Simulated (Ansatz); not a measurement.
MnCuAs:

```
CELL_PARAMETERS angstrom
3.69949 0.00000 0.00000
0.00000 3.69949 0.00000
0.00000 0.00000 6.40842
ATOMIC_POSITIONS crystal
As 0.50000 0.00000 0.22375
As 0.00000 0.50000 0.77625
Cu 0.50000 0.50000 0.50000
Cu 0.00000 0.00000 0.50000
Mn 0.50000 0.00000 0.83598
Mn 0.00000 0.50000 0.16402
```

The cell is a database's computed one.

Base run:

| Item | Value |
| --- | --- |
| Program | Ansatz 0.2.0 |
| Functional | PBE |
| Potentials or basis | Ansatz PAW |
| Cutoff | 420 eV (not typed: the program's choice for these potentials) |
| k mesh | 7 × 7 × 4 |
| Occupations | fermi-dirac, width 0.05 eV |
| Spin | no spin polarisation |

Its results: band gap on the k mesh none (metal or under the smearing width); pressure -13.5 GPa; largest force 0.960 eV/Å.

Problem. The run is repeated on the same cell with these changes: spin from no spin polarisation to collinear spin, ferrimagnetic start. What comes out?

Solution. Band gap on the k mesh none (metal or under the smearing width); pressure -0.5 GPa; net moment 0.00 μB per cell; site moments As +0.01, -0.01; Cu +0.00; Mn +3.38, -3.38 μB; largest force 0.451 eV/Å.
